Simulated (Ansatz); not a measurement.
**CdCO3 (Otavite): further runs on the relaxed cell**

The task here is to estimate one member of a computed series from the others.

Computed with Ansatz 0.2.0 (DFT r2SCAN, scalar-relativistic, plane waves, PAW, unless a step's input says otherwise).

1 further run of the same task is left out (set aside as unsound or not needed).

## Starting point

Symmetry: R-3c, No. 167, trigonal system. Conventional cell: a = 4.943 Å, b = 4.943 Å, c = 16.297 Å, α = 90.00°, β = 90.00°, γ = 120.00°. Cd (site symmetry -3) has 6 O at 2.30 Å as nearest neighbours. Around C (site symmetry 32) lie 3 O at 1.29 Å. Around O (site symmetry 2) lie 1 C at 1.29 Å.

As a file:

```
Cd C O
1.0
     2.47174    1.42706    5.43242
    -2.47174    1.42706    5.43242
     0.00000   -2.85412    5.43242
Cd C O
2 2 6
Direct
  0.00000 0.00000 0.00000
  0.50000 0.50000 0.50000
  0.25000 0.25000 0.25000
  0.75000 0.75000 0.75000
  0.51015 0.98985 0.25000
  0.25000 0.51015 0.98985
  0.98985 0.25000 0.51015
  0.48985 0.01015 0.75000
  0.75000 0.48985 0.01015
  0.01015 0.75000 0.48985
```

This cell was relaxed beforehand with the same method: volume 11.50 Å³/atom, gap on the mesh 3.47 eV.

The first run:

input.yaml

```yaml
crystal:
  lattice:
    - [2.4467748421, 1.4126461137, 5.3775391781]
    - [-2.4467748421, 1.4126461137, 5.3775391781]
    - [0.0, -2.8252922274, 5.3775391781]
  atoms:
    - { symbol: Cd, position: [0.0, 0.0, 0.0] }
    - { symbol: Cd, position: [0.5, 0.5, 0.5] }
    - { symbol: C, position: [0.25, 0.25, 0.25] }
    - { symbol: C, position: [0.75, 0.75, 0.75] }
    - { symbol: O, position: [0.5101520639, 0.9898479361, 0.25] }
    - { symbol: O, position: [0.25, 0.5101520639, 0.9898479361] }
    - { symbol: O, position: [0.9898479361, 0.25, 0.5101520639] }
    - { symbol: O, position: [0.4898479361, 0.0101520639, 0.75] }
    - { symbol: O, position: [0.75, 0.4898479361, 0.0101520639] }
    - { symbol: O, position: [0.0101520639, 0.75, 0.4898479361] }
basis:
  ecutwfc: 500
kpoints:
  mp_grid: { grid: [6, 6, 6] }
hamiltonian:
  xc: r2scan
scf:
  occupations: { method: gaussian, width: 0.02 }
output:
  forces: true
  stress: true
  eigenvalues: true
relax:
  adjacent_minimum: "off"
  f_tol: 0.01
  max_steps: 30
  cell: { stress_tol: 0.1, fix: [volume] }
```

On the command line:

```bash
> ansatz run input.yaml --threads 4 --pin off --max-ram 10240MiB --backend cpu --events-out ev --progress --plain --runs-dir out
```

Among the steps run: Point at V/V0 = 0.97; Volume × 1.03; The cell scaled to 0.94 of its volume; Volume × 1.06; Point at V/V0 = 0.91; Volume × 1.10; Volume × 0.88.

One of the session's tables, all rows but one given; the rest of the session is left out.

It belongs to the step «Fit of the equation of state». 

```
volume (Å³/atom)  energy above the lowest point (meV/atom)  pressure (GPa)  gap on the mesh (eV)
          10.117                                      63.3           16.22                  4.09
          10.462                                      33.8           11.32                  3.96
          10.807                                         ?               ?                     ?
          11.152                                       3.4            3.24                  3.64
          11.497                                       0.0           -0.01                  3.47
          11.842                                       3.1           -2.76                  3.29
          12.187                                      11.6           -5.09                  3.12
          12.647                                      30.1           -7.65                  2.89
```

Estimate the missing values for volume (Å³/atom) = 10.807.

Worked estimate for «energy above the lowest point (meV/atom)». A straight line through the neighbours (10.462, 33.8) and (11.152, 3.4) gives 33.8 + (3.4 − 33.8) × (10.807 − 10.462) / (11.152 − 10.462) = 18.6; a parabola fitted to 4 rows on both sides gives 14.3.

As computed: energy above the lowest point (meV/atom): 14.3; pressure (GPa): 7.00; gap on the mesh (eV): 3.80. In «energy above the lowest point (meV/atom)» the line misses by +4.3 and the parabola by 0.0.
